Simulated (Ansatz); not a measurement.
What does this script print? It uses Ansatz 0.2.0, Python API.

Script `run_adiabatic.py`:
```python
"""Vertical and adiabatic ionisation of ClH2Sb."""

import ansatz as az
from ase import Atoms
import numpy as np

atoms = Atoms(["Cl", "Sb", "H", "H"], positions=[
    [-1.7638, 0.2495, -0.5986],
    [0.5196, -0.2768, -0.5998],
    [0.304, -1.2172, 0.861],
    [0.9958, 1.1842, 0.3171],
])
molecule = az.Crystal.molecule_from_ase(atoms)

calculation = (
    molecule.calculation()
    .basis(gaussian="def2-SVP")
    .functional("r2SCAN")
)
symbols = [site.symbol for site in molecule.cartesian_sites]
start = np.array([site.position_ang for site in molecule.cartesian_sites], dtype=float)
report = calculation.relax(force_tolerance=0.01).run(threads=1, backend="cpu").report
end = np.array(report["positions_ang"])

minimum = az.Crystal.molecule()
for symbol, place in zip(symbols, end):
    minimum = minimum.atom(symbol, place.tolist())
ion = (
    minimum.calculation()
    .basis(gaussian="def2-SVP")
    .functional("r2SCAN")
    .charge(1)
    .spin("collinear", total=1)
)
vertical = ion.run(threads=1, backend="cpu").report
settled = ion.relax(force_tolerance=0.01, max_steps=80).run(threads=1, backend="cpu").report
print(f"vertical ionisation energy   {vertical['free_energy_ev'] - report['free_energy_ev']:.3f} eV")
print(f"adiabatic, no zero point     {settled['free_energy_ev'] - report['free_energy_ev']:.3f} eV")
print(f"relaxation energy of the ion {vertical['free_energy_ev'] - settled['free_energy_ev']:.3f} eV")
ionised = np.array(settled["positions_ang"])
print("final positions (A) and the move of each atom")
for symbol, xyz, old in zip(symbols, ionised, end):
    print(f"{symbol:2s} {xyz[0]:10.5f} {xyz[1]:10.5f} {xyz[2]:10.5f}   {np.linalg.norm(xyz - old):7.4f}")
```

```console
$ python run_adiabatic.py
vertical ionisation energy   9.823 eV
adiabatic, no zero point     9.495 eV
relaxation energy of the ion 0.328 eV
final positions (A) and the move of each atom
Cl   -1.82009    0.28004   -0.70659    0.0654
Sb    0.40196   -0.20249   -0.37900    0.2435
H     0.40496   -1.38380    0.84721    0.2036
H     1.06877    1.24595    0.21808    0.2036
```

Reading the output:
- The energies are electronic: no zero-point or thermal terms, and the basis set is short of its limit. The product may relax into another structure. Each relaxation finds its nearest minimum, which needn't be the lowest.
- def2 sets replace the cores of elements past krypton by effective core potentials.
- Hardware and time: 52 s on 1 thread of Arm Neoverse V1 (shared host), peak memory 0.23 GiB.
